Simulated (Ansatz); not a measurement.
# CH4F2SSn: small, medium and large basis sets

An exercise on one series of results from a longer session: the logs are not shown, and one member is left open.

The runs use Ansatz 0.2.0, Gaussian basis; one geometry, several basis sets.

Plan: PBE0-D4/def2-SVP; ωB97M-V/def2-SVP; PBE0-D4/def2-QZVPP; ωB97M-V/def2-QZVPP; the functionals' def2-TZVPP values are taken from earlier runs.

**The relaxed structure**

All runs share one geometry, relaxed beforehand with PBE0-D4 in a triple-zeta def2 set. Sn takes the def2 core potential; no spin-orbit term is included.

SMILES `C[S][SnH]([F])[F]`, 9 atoms, charge 0, spin multiplicity 1.

Atoms are counted from 1 here; the program's logs count them from 0.

Bond lengths: C1–S2 1.824 Å, C1–H6 1.088 Å, C1–H7 1.088 Å, C1–H8 1.090 Å, S2–Sn3 2.351 Å, Sn3–F4 1.912 Å, Sn3–F5 1.912 Å, Sn3–H9 1.692 Å. Angles: S2–C1–H6 111.0°, S2–C1–H7 111.0°, S2–C1–H8 105.5°, H6–C1–H7 110.6°, H6–C1–H8 109.2°, H7–C1–H8 109.2°, C1–S2–Sn3 98.3°, S2–Sn3–F4 107.7°, S2–Sn3–F5 107.6°, S2–Sn3–H9 120.7°, F4–Sn3–F5 100.2°, F4–Sn3–H9 109.4°, F5–Sn3–H9 109.4°.

The first run:

File in.yaml:

```yaml
crystal:
  periodic: [false, false, false]
  atoms:
    - {symbol: C, position_ang: [-1.217136, -0.074010, 1.033613]}
    - {symbol: S, position_ang: [0.035079, 1.237888, 0.843418]}
    - {symbol: Sn, position_ang: [1.267965, 0.279979, -0.914400]}
    - {symbol: F, position_ang: [1.769836, -1.484856, -0.377120]}
    - {symbol: F, position_ang: [0.043053, -0.131938, -2.323356]}
    - {symbol: H, position_ang: [-1.802056, -0.190606, 0.123198]}
    - {symbol: H, position_ang: [-0.754168, -1.018059, 1.314694]}
    - {symbol: H, position_ang: [-1.869913, 0.259942, 1.839582]}
    - {symbol: H, position_ang: [2.615840, 1.075357, -1.556729]}
basis:
  gaussian: {orbitals: def2-SVP}
hamiltonian: {xc: pbe0, dispersion: d4}
output: {orbitals: {seedname: orbitals}}
```

Run with:

```sh
ansatz run in.yaml --threads 2 --pin off --events-out ev --progress --plain --max-ram 32768MiB --backend cpu
```

Steps of the session up to this table: PBE0-D4 in def2-SVP; ωB97M-V in def2-SVP; PBE0-D4 in def2-QZVPP; ωB97M-V in def2-QZVPP.

One of the session's tables, all rows but one given; the rest of the session is left out.

It belongs to the step «Functionals by basis». 

```
functional       basis  HOMO (eV)
   PBE0-D4    def2-SVP      -7.57
   PBE0-D4  def2-TZVPP      -7.67
   PBE0-D4  def2-QZVPP          ?
   ωB97M-V    def2-SVP      -9.74
   ωB97M-V  def2-TZVPP      -9.88
   ωB97M-V  def2-QZVPP      -9.90
```

Estimate the missing values for PBE0-D4, def2-QZVPP.

**Answer.** HOMO (eV): -7.69. In the column «HOMO (eV)» it lies between ωB97M-V, def2-SVP (-9.74) and PBE0-D4, def2-TZVPP (-7.67).
